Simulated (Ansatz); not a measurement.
What does this script print? It uses Ansatz's Python interface.

`opt_ch3note.py`:
```python
import itertools

import ansatz
from ase.data import atomic_numbers, covalent_radii
import numpy as np

ch3note = (
    ansatz.Crystal.molecule()
    .atom("N", [0.6126, -1.1707, -0.39])
    .atom("C", [-0.02, -0.177, 0.2526])
    .atom("O", [0.4964, 0.2896, 1.4325])
    .atom("Te", [-1.7296, 0.7059, -0.4824])
    .atom("H", [0.1677, -1.4889, -1.3162])
    .atom("H", [1.3831, -0.0937, 1.8181])
    .atom("H", [-0.8489, 1.8667, -1.3604])
)

calc = (
    ch3note.calculation()
    .basis(gaussian="def2-SVP")
    .functional("pbe0")
)
symbols = [site.symbol for site in ch3note.cartesian_sites]
start = np.array([site.position_ang for site in ch3note.cartesian_sites], dtype=float)
def progress(event):
    if event["event"] == "relax_step":
        row = event["data"]
        print(f"step {row['step']:3d}  E = {row['lagrangian_ev']:.6f} eV  largest force component {row['allowed_force_max_ev_ang']:.4f} eV/A")


r = calc.relax(force_tolerance=0.02).session().plan().execute(on_event=progress).report
end = np.array(r["positions_ang"])

for key in ("converged", "free_energy_ev", "reference_energy_ev", "n_frozen", "n_occupied", "n_virtual"):
    print(f"{key:22s} {r[key]}")

radius = [covalent_radii[atomic_numbers[s]] for s in symbols]
span = lambda where, i, j: np.linalg.norm(where[i] - where[j])
bonded = [(i, j) for i, j in itertools.combinations(range(len(symbols)), 2) if min(span(start, i, j), span(end, i, j)) < 1.2 * (radius[i] + radius[j])]
print("pair        before    after (A)")
for i, j in bonded:
    print(f"{symbols[i]}{i}-{symbols[j]}{j}".ljust(10), f"{span(start, i, j):8.4f} {span(end, i, j):8.4f}")
```

Output of `python opt_ch3note.py`:
```text
step   1  E = -11906.119472 eV  largest force component 4.9599 eV/A
step   2  E = -11906.735402 eV  largest force component 2.4112 eV/A
step   3  E = -11906.821260 eV  largest force component 1.1882 eV/A
step   4  E = -11906.865832 eV  largest force component 0.7582 eV/A
step   5  E = -11906.892693 eV  largest force component 0.1823 eV/A
step   6  E = -11906.902303 eV  largest force component 0.1336 eV/A
step   7  E = -11906.922023 eV  largest force component 0.3362 eV/A
step   8  E = -11906.952727 eV  largest force component 0.2522 eV/A
step   9  E = -11906.972341 eV  largest force component 0.2334 eV/A
step  10  E = -11906.976392 eV  largest force component 0.3257 eV/A
step  11  E = -11906.976909 eV  largest force component 0.7677 eV/A
step  12  E = -11906.981896 eV  largest force component 0.2158 eV/A
step  13  E = -11906.983284 eV  largest force component 0.1622 eV/A
step  14  E = -11906.984946 eV  largest force component 0.0161 eV/A
converged              True
free_energy_ev         -11906.984967973809
reference_energy_ev    -11906.984967973809
n_frozen               0
n_occupied             [24, 24]
n_virtual              [59, 59]
pair        before    after (A)
N0-C1        1.3418   1.2590
N0-H4        1.0757   1.0176
C1-O2        1.3699   1.3335
C1-Te3       2.0597   2.1525
O2-H5        1.0401   0.9731
Te3-H6       1.7012   1.6609
```

Total energies depend on the basis set; only differences at equal settings carry meaning. The end point is the stationary point reached from this start; no frequency run checks that it is a minimum, and the basis set is modest. def2 sets replace the cores of elements past krypton by effective core potentials. The whole script took 62 s on 1 thread of Arm Neoverse V1 (shared host), peak memory 0.25 GiB.
